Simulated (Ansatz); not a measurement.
# C2H6BrGeN: the cost of one run

Method: RKS PBE-D4/def2-SVP, in Ansatz 0.2.0.

## 1. The starting structure

Bond lengths: C1–C2 1.287 Å, C2–Br3 1.896 Å, C2–Ge4 1.929 Å, Ge4–N5 1.870 Å, C1–H6 1.144 Å, C1–H7 1.067 Å, Ge4–H8 1.575 Å, Ge4–H9 1.467 Å, N5–H10 1.076 Å, N5–H11 1.072 Å. Angles (14 of 15 angles, heavy atoms first): C1–C2–Br3 120.8°, C1–C2–Ge4 121.7°, Br3–C2–Ge4 117.4°, C2–Ge4–N5 109.2°, C2–C1–H6 120.3°, C2–C1–H7 123.6°, C2–Ge4–H8 106.9°, C2–Ge4–H9 111.3°, N5–Ge4–H8 107.3°, N5–Ge4–H9 111.2°, Ge4–N5–H10 105.5°, Ge4–N5–H11 109.4°, H6–C1–H7 115.7°, H8–Ge4–H9 110.9°.

Structure file:

```xyz
11

C    -1.0243    1.2671    0.5384
C     0.0835    1.0767   -0.0889
Br    1.3785    2.4554   -0.2120
Ge    0.5222   -0.6281   -0.8775
N     0.4003   -1.9593    0.4308
H    -1.2753    2.2975    0.9683
H    -1.8032    0.5395    0.5968
H    -0.5846   -0.9308   -1.9570
H     1.8562   -0.6058   -1.4881
H     1.0759   -1.6568    1.2124
H    -0.5637   -1.9125    0.8973
```

## 2. End point A

input.yaml reads:

```yaml
crystal:
  periodic: [false, false, false]
  atoms:
    - { symbol: C, position_ang: [-1.0243, 1.2671, 0.5384] }
    - { symbol: C, position_ang: [0.0835, 1.0767, -0.0889] }
    - { symbol: Br, position_ang: [1.3785, 2.4554, -0.212] }
    - { symbol: Ge, position_ang: [0.5222, -0.6281, -0.8775] }
    - { symbol: "N", position_ang: [0.4003, -1.9593, 0.4308] }
    - { symbol: H, position_ang: [-1.2753, 2.2975, 0.9683] }
    - { symbol: H, position_ang: [-1.8032, 0.5395, 0.5968] }
    - { symbol: H, position_ang: [-0.5846, -0.9308, -1.957] }
    - { symbol: H, position_ang: [1.8562, -0.6058, -1.4881] }
    - { symbol: H, position_ang: [1.0759, -1.6568, 1.2124] }
    - { symbol: H, position_ang: [-0.5637, -1.9125, 0.8973] }
basis:
  gaussian: { orbitals: def2-SVP }
hamiltonian:
  xc: pbe
  dispersion: d4
relax:
  f_tol: 0.015
  max_steps: 40
```

Run with:

```bash
$ ansatz run input.yaml --threads 2 --pin off --max-ram 3072MiB --backend cpu --events-out ev --progress --plain --runs-dir out
```

Q: Estimate wall time and peak memory on 2 threads of Arm Neoverse V2, shared host.

About 63 s, with a peak of 0.2 GiB.
